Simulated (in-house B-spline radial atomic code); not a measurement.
# Yb²⁺: starting-point dependence of G0W0 and RPA

Question: which mean-field start gives which removal energy for Yb²⁺, before and after G0W0?

Program: an in-house B-spline radial atomic code, version 1. Level of theory: RPA, second order, AC-SOSEX and G0W0 (contour deformation) on a non-relativistic mean field, all electrons; no spin-orbit coupling, Breit or QED terms. These are calculated values, not measurements, unless marked.

## Step 1: The atom as given

| Item | Value |
| --- | --- |
| element | ytterbium (Z = 70) |
| charge | +2 |
| electrons | 68 |
| configuration | [Xe] 4f14 |
| Hamiltonian | non-relativistic, point nucleus |
| starts | Hartree-Fock, LDA (VWN5), PBE, PBE0, r2SCAN, HSE06, B3LYP, SCAN, TPSS, BHandHLYP, CAM-B3LYP, LC-ωPBE, ωB97X, PBEsol, BLYP, r2SCAN0, exchange-only LDA |

Outer shells as boxes (Hund's rule):

Yb2+
```
[Xe] core
4f [↑↓][↑↓][↑↓][↑↓][↑↓][↑↓][↑↓]
```

## Step 2: The run with the Hartree-Fock start

Settings of the run:

```ini
Z = 70
electrons = 68.0
configuration = [Xe] 4f14
hamiltonian = nr
method = hf
lmax = 9
spin_polarised = False
box_radius = 17.55
intervals = 55
```

Launch:

```bash
> python run_gw.py task.json out
```

The settings of every run stand in task.json; they run in order.

The runs that follow: The run with the LDA (VWN5) start; The run with the PBE start; The run with the PBE0 start; The run with the r2SCAN start; The run with the HSE06 start; The run with the B3LYP start; The run with the SCAN start; The run with the TPSS start; The run with the BHandHLYP start; The run with the CAM-B3LYP start; The run with the LC-ωPBE start; The run with the ωB97X start; The run with the PBEsol start; The run with the BLYP start; The run with the r2SCAN0 start; The run with the exchange-only LDA start.

What does the calculation give? Wanted: highest level, mean field; highest level, G0W0; RPA correlation energy; RPA+SOSEX.

The runs gave:

| quantity | value |
| --- | --- |
| highest level, mean field (range over the runs) | -33.41 to -20.15 eV |
| highest level, G0W0 (range over the runs) | -31.32 to -29.74 eV |
| RPA correlation energy | -6.220 to -5.698 hartree |
| RPA+SOSEX | -4.5596 to -4.1779 hartree |
| semi-empirical ionisation energy (4f shell) | 25.053 ± 0.03 eV (NIST Atomic Spectra Database, ionization energies) |
| G0W0 removal energy less that value | +4.69 to +6.27 eV |

In words: G0W0 turns a spread of 13.3 eV among the starts into one of 1.6 eV, 12 % of it. Starts without exact exchange bind the level too weakly, through self-interaction, and G0W0 pulls it down by 8.2 to 10 eV. RPA gives the most correlation on exchange-only LDA and the least on Hartree-Fock (8.4 % apart); over the runs it loosely follows the gap of the start, as smaller excitation energies give more correlation. The semi-empirical ionisation energy is 25.053 ± 0.03 eV; G0W0 misses it by +4.7 eV at best (on SCAN) and +6.3 eV at worst (on LC-ωPBE). Relativity is left out, and for this shell its effect can be as large as the miss, so the comparison tests the Hamiltonian as much as the method. Read as a removal energy, the bare PBE level is off by -3.53 eV (-14 %) and the nearest bare level, PBE0's, by -0.379 eV, nearer than G0W0, but by cancellation: self-interaction lowers its value while this Hamiltonian leaves the G0W0 value too high. For so heavy an element the non-relativistic levels are a model, not the real atom's.
